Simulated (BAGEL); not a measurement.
**ROHF/6-311+G(d,p) (density fitting with qzvpp-jkfit) run of SiNH2ClF (SMILES N[Si](F)Cl)**

Aim: the vertical doublet–quartet gap of SiNH2ClF at ROHF/6-311+G** (density fitting with qzvpp-jkfit), from 2 runs. 

Program for the calculation: BAGEL 1.2.2.

### 1 The molecule

SiNH2ClF: 6 atoms, total charge 0, spin state doublet. As SMILES, `N[Si](F)Cl`. The coordinates come from a PBE0-D4/def2-TZVP relaxation. This is one conformer, not always the lowest.

Bond lengths: N1–Si2 1.704 Å, Si2–F3 1.597 Å, Si2–Cl4 2.056 Å, N1–H5 1.008 Å, N1–H6 1.009 Å. Angles: N1–Si2–F3 106.5°, N1–Si2–Cl4 107.7°, F3–Si2–Cl4 110.2°, Si2–N1–H5 119.8°, Si2–N1–H6 119.7°, H5–N1–H6 112.0°.

### 2 A single-point energy at ROHF/6-311+G(d,p) (density fitting with qzvpp-jkfit)

input.json

```json
{ "bagel": [

{
  "title": "molecule",
  "basis": "6-311+gss.json",
  "df_basis": "qzvpp-jkfit",
  "angstrom": true,
  "geometry": [
    { "atom": "N", "xyz": [   -0.453500,    0.751300,    0.053100 ] },
    { "atom": "Si", "xyz": [    0.437600,   -0.601100,   -0.475800 ] },
    { "atom": "F", "xyz": [    1.950700,   -0.348100,   -0.031300 ] },
    { "atom": "Cl", "xyz": [   -0.315600,   -2.258400,    0.480800 ] },
    { "atom": "H", "xyz": [   -1.460600,    0.711500,    0.073400 ] },
    { "atom": "H", "xyz": [   -0.116400,    1.680800,   -0.146500 ] }
  ]
},
{
  "title": "rohf",
  "nopen": 1
},
{
  "title": "print",
  "file": "orbitals.molden",
  "orbitals": true
}

]}
```

The basis set 6-311+G** is read from a file made from the Basis Set Exchange's data (not shown).

The run is started by

```bash
BAGEL_NUM_THREADS=1 BAGEL input.json > input.out
```

Standard output:

```text
* using 1 threads per process

  ===============================================================
  ===============================================================

  *** Geometry ***

  { "atom" : "N", "xyz" : [     -0.856991,      1.419751,      0.100344 ] },
  { "atom" : "Si", "xyz" : [      0.826944,     -1.135914,     -0.899132 ] },
  { "atom" : "F", "xyz" : [      3.686289,     -0.657814,     -0.059148 ] },
  { "atom" : "Cl", "xyz" : [     -0.596398,     -4.267757,      0.908580 ] },
  { "atom" : "H", "xyz" : [     -2.760134,      1.344540,      0.138706 ] },
  { "atom" : "H", "xyz" : [     -0.219964,      3.176252,     -0.276845 ] },

  Number of auxiliary basis functions:      446

  Since a DF basis is specified, we compute 2- and 3-index integrals:
    o Being stored without compression. Storage requirement is 0.048 GB

  Number of basis functions:      116
  Number of electrons      :       49

    * METHOD: MOLECULE                             0.23

  *** Open-shell HF ***

  === Nuclear Repulsion ===
   215.5842678658

      * DIIS with orbital gradients will be used.

  === ROHF iteration (6-311+gss.json) ===
      0       -903.21566510          0.06088952           0.19
      1       -903.47138094          0.04366322           0.19
      2       -903.57899479          0.02775766           0.19
      3       -903.65032611          0.00143807           0.19
      4       -903.65163615          0.00057221           0.19
      5       -903.65195020          0.00024036           0.19
      6       -903.65202312          0.00008281           0.19
      7       -903.65204599          0.00003561           0.19
      8       -903.65205067          0.00000987           0.18
      9       -903.65205274          0.00000535           0.18
     10       -903.65205304          0.00000172           0.18
     11       -903.65205324          0.00000071           0.18
     12       -903.65205326          0.00000031           0.18
     13       -903.65205329          0.00000012           0.18
     14       -903.65205329          0.00000005           0.18
     15       -903.65205329          0.00000002           0.18
     16       -903.65205329          0.00000001           0.18
    * SCF iteration converged.

    * S^2 (ROHF) is 0.7500

    * Permanent dipole moment:
           (    0.698780,    -0.842399,     0.645384) a.u.

    * METHOD: ROHF                                 3.35

    * METHOD: PRINT                                0.03

  ===============================================================
```

Run time: 3.9 s. Hardware: 1 thread of Arm Neoverse V1, shared host; peak memory 0.15 GiB.

### 3 The quartet

calc.json

```json
{ "bagel" : [

{
  "title" : "molecule",
  "basis" : "6-311+gss.json",
  "df_basis" : "qzvpp-jkfit",
  "angstrom" : true,
  "geometry" : [
    { "atom" : "N", "xyz" : [      -0.453500,       0.751300,       0.053100 ] },
    { "atom" : "Si", "xyz" : [       0.437600,      -0.601100,      -0.475800 ] },
    { "atom" : "F", "xyz" : [       1.950700,      -0.348100,      -0.031300 ] },
    { "atom" : "Cl", "xyz" : [      -0.315600,      -2.258400,       0.480800 ] },
    { "atom" : "H", "xyz" : [      -1.460600,       0.711500,       0.073400 ] },
    { "atom" : "H", "xyz" : [      -0.116400,       1.680800,      -0.146500 ] }
  ]
},

{ "title" : "rohf", "nopen" : 3 },

{ "title" : "print", "file" : "orbitals.molden", "orbitals" : true }

]}
```

The basis set 6-311+G** is read from a file made from the Basis Set Exchange's data (not shown).

The run is started by

```bash
BAGEL_NUM_THREADS=1 BAGEL calc.json > calc.out
```

Standard output:

```text
* using 1 threads per process

  ===============================================================
  ===============================================================

  *** Geometry ***

  { "atom" : "N", "xyz" : [     -0.856991,      1.419751,      0.100344 ] },
  { "atom" : "Si", "xyz" : [      0.826944,     -1.135914,     -0.899132 ] },
  { "atom" : "F", "xyz" : [      3.686289,     -0.657814,     -0.059148 ] },
  { "atom" : "Cl", "xyz" : [     -0.596398,     -4.267757,      0.908580 ] },
  { "atom" : "H", "xyz" : [     -2.760134,      1.344540,      0.138706 ] },
  { "atom" : "H", "xyz" : [     -0.219964,      3.176252,     -0.276845 ] },

  Number of auxiliary basis functions:      446

  Since a DF basis is specified, we compute 2- and 3-index integrals:
    o Being stored without compression. Storage requirement is 0.048 GB

  Number of basis functions:      116
  Number of electrons      :       49

    * METHOD: MOLECULE                             0.23

  *** Open-shell HF ***

  === Nuclear Repulsion ===
   215.5842678658

      * DIIS with orbital gradients will be used.

  === ROHF iteration (6-311+gss.json) ===
      0       -902.80394337          0.06203567           0.18
      1       -902.91646430          0.06265475           0.19
      2       -902.92161527          0.05740201           0.18
      3       -903.36019494          0.01064902           0.18
      4       -903.38672729          0.00576120           0.18
      5       -903.40802962          0.00389816           0.18
      6       -903.42236462          0.00270921           0.18
      7       -903.42424093          0.00100663           0.18
      8       -903.42474071          0.00023783           0.18
      9       -903.42484555          0.00013686           0.18
     10       -903.42487663          0.00008784           0.18
     11       -903.42488199          0.00003216           0.18
     12       -903.42488622          0.00001815           0.18
     13       -903.42488625          0.00001172           0.18
     14       -903.42488669          0.00000667           0.18
     15       -903.42488653          0.00000397           0.18
     16       -903.42488652          0.00000230           0.18
     17       -903.42488651          0.00000114           0.18
     18       -903.42488658          0.00000047           0.18
     19       -903.42488662          0.00000027           0.18
     20       -903.42488662          0.00000015           0.18
     21       -903.42488662          0.00000007           0.18
     22       -903.42488662          0.00000005           0.19
     23       -903.42488662          0.00000003           0.18
     24       -903.42488662          0.00000002           0.18
     25       -903.42488662          0.00000001           0.18
     26       -903.42488662          0.00000001           0.18
    * SCF iteration converged.

    * S^2 (ROHF) is 3.7500

    * Permanent dipole moment:
           (   -0.270893,     0.682949,    -0.131131) a.u.

    * METHOD: ROHF                                 5.12

    * METHOD: PRINT                                0.03

  ===============================================================
```

Run time: 5.7 s. Hardware: 1 thread of Arm Neoverse V1, shared host; peak memory 0.15 GiB.

### 4 Results

Level: ROHF/6-311+G** (density fitting with qzvpp-jkfit).

| quantity | value |
| --- | --- |
| doublet: total energy | -903.65205 Eh |
| doublet: dipole moment | 3.23 D |
| doublet: ⟨S²⟩ | 0.750 |
| quartet: total energy | -903.42489 Eh |
| quartet: dipole moment | 1.90 D |
| quartet: ⟨S²⟩ | 3.750 |
| vertical energy of the quartet above the doublet | 6.182 eV |

At this shape the quartet lies 6.18 eV (596 kJ/mol) above the doublet.
